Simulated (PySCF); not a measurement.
# [Lu(NH3)2]3+: forces at shaken geometries

How stiff is [Lu(NH3)2]3+? Its atoms are displaced at random by several amounts. It is a constructed species; whether it can be made isn't addressed.

The runs use PySCF 2.14.0; PBE0, Lu lcecp-1-SVP with ECP60, N def2-SVP, H def2-SVP; scalar-relativistic core potentials, no spin–orbit coupling.

3 further runs of the same task are left out: 2 for a known fault of the program, 1 that didn't finish.

## (1) The starting structure

9 atoms, charge 3, spin multiplicity 1.

Bond lengths: Lu1–N2 2.292 Å, Lu1–N6 2.291 Å, N2–H3 1.043 Å, N2–H4 1.042 Å, N2–H5 1.043 Å, N6–H7 1.043 Å, N6–H8 1.043 Å, N6–H9 1.042 Å. Angles: N2–Lu1–N6 110.8°, Lu1–N2–H3 115.6°, Lu1–N2–H4 116.8°, Lu1–N2–H5 115.2°, H3–N2–H4 102.5°, H3–N2–H5 102.2°, H4–N2–H5 102.5°, Lu1–N6–H7 115.1°, Lu1–N6–H8 116.1°, Lu1–N6–H9 116.4°, H7–N6–H8 102.3°, H7–N6–H9 102.4°, H8–N6–H9 102.5°.

Coordinates:

```
Lu    0.8241   -0.7640   -0.0002
N    -0.1331    0.1195    1.8858
H     0.4466    0.8184    2.3995
H    -1.0364    0.6232    1.7620
H    -0.3603   -0.5709    2.6338
N    -0.1260    0.1247   -1.8865
H     0.3706   -0.0942   -2.7773
H    -1.1013   -0.1792   -2.0956
H    -0.2010    1.1634   -1.9214
```

Formal oxidation states: Lu +3. Each metal's 14 4f electrons lie in its core potential, so multiplicities, spins and levels count the valence alone. An earlier session relaxed this geometry at PBE0, Lu lcecp-1-SVP with ECP60, N def2-SVP, H def2-SVP (singlet, point group C1).

Its energy there is -151.707713 Eh.

## (2) Atoms moved at random, σ = 0.1 Å

File run.py (the lines that set the calculation):

```python
mol = gto.M(atom='''
Lu     0.72388    -0.82063    -0.15135
N     -0.24462     0.13612     1.90799
H      0.48119     0.85150     2.38876
H     -1.16512     0.65050     1.65260
H     -0.26343    -0.48322     2.62031
N     -0.04868     0.06971    -1.74630
H      0.61712    -0.15458    -2.70149
H     -1.14795    -0.10513    -1.97576
H     -0.26916     1.09659    -1.99476''',
    basis={'Lu': 'lcecp-1-SVP', 'N': 'def2-SVP', 'H': 'def2-SVP'},
    ecp={'Lu': 'lcecp-1-SVP'},
    charge=3, spin=0)
mf = dft.RKS(mol, xc='PBE0')
mf.grids.atom_grid = (50, 194)  # f atoms: unpruned, at least (60, 302)
mf = mf.density_fit()  # fitting sets: Lu AutoAux, N def2-universal-JKFIT, H def2-universal-JKFIT
mf.conv_tol = 1e-08; mf.max_cycle = 55
mf.kernel(dm0)  # dm0: the density of the relaxed state
```

Launch:

```bash
> OMP_NUM_THREADS=2 python run.py
```

## (3) Atoms moved at random, σ = 0.1 Å

File run.py (the lines that set the calculation):

```python
mol = gto.M(atom='''
Lu     0.79493    -0.65518    -0.05047
N     -0.07663     0.03823     1.75398
H      0.58391     0.84484     2.24181
H     -1.11848     0.60242     1.73074
H     -0.47079    -0.71525     2.79665
N     -0.10444     0.22257    -1.91189
H      0.32054    -0.07755    -2.72432
H     -1.05904    -0.10996    -2.17654
H     -0.18677     1.09074    -1.65997''',
    basis={'Lu': 'lcecp-1-SVP', 'N': 'def2-SVP', 'H': 'def2-SVP'},
    ecp={'Lu': 'lcecp-1-SVP'},
    charge=3, spin=0)
mf = dft.RKS(mol, xc='PBE0')
mf.grids.atom_grid = (50, 194)  # f atoms: unpruned, at least (60, 302)
mf = mf.density_fit()  # fitting sets: Lu AutoAux, N def2-universal-JKFIT, H def2-universal-JKFIT
mf.conv_tol = 1e-08; mf.max_cycle = 55
mf.kernel(dm0)  # dm0: the density of the relaxed state
```

## (4) Atoms moved at random, σ = 0.1 Å

File run.py (the lines that set the calculation):

```python
mol = gto.M(atom='''
Lu     0.86282    -0.51879     0.03749
N     -0.13386     0.20882     1.76237
H      0.42512     0.84318     2.40200
H     -0.93581     0.67641     1.74842
H     -0.42477    -0.60998     2.56080
N     -0.21355     0.15872    -1.85989
H      0.47891    -0.21669    -2.73020
H     -1.19703    -0.25538    -2.07800
H     -0.17859     0.95457    -1.84298''',
    basis={'Lu': 'lcecp-1-SVP', 'N': 'def2-SVP', 'H': 'def2-SVP'},
    ecp={'Lu': 'lcecp-1-SVP'},
    charge=3, spin=0)
mf = dft.RKS(mol, xc='PBE0')
mf.grids.atom_grid = (50, 194)  # f atoms: unpruned, at least (60, 302)
mf = mf.density_fit()  # fitting sets: Lu AutoAux, N def2-universal-JKFIT, H def2-universal-JKFIT
mf.conv_tol = 1e-08; mf.max_cycle = 55
mf.kernel(dm0)  # dm0: the density of the relaxed state
```

**Question.** What will these runs give? Wanted: for each run, σ; energy rise; harmonic estimate −½ F·u; largest force component.

**Answer**, as computed:

| σ (Å) | energy rise (eV) | harmonic estimate −½ F·u (eV) | largest force component (eV/Å) |
| --- | --- | --- | --- |
| 0.1 | 1.999 | 2.037 | 6.94 |
| 0.1 | 2.575 | 2.203 | 7.94 |
| 0.1 | 3.295 | 3.875 | 24.42 |

Every displacement raises the energy. For a harmonic well the rise equals −½ F·u; the two differ by at most 18 % here (a move with σ = 0.1 Å), from anharmonicity, the grid and the small forces left at the relaxed point. These are double-zeta-type bases without diffuse functions. Spin–orbit coupling is left out.
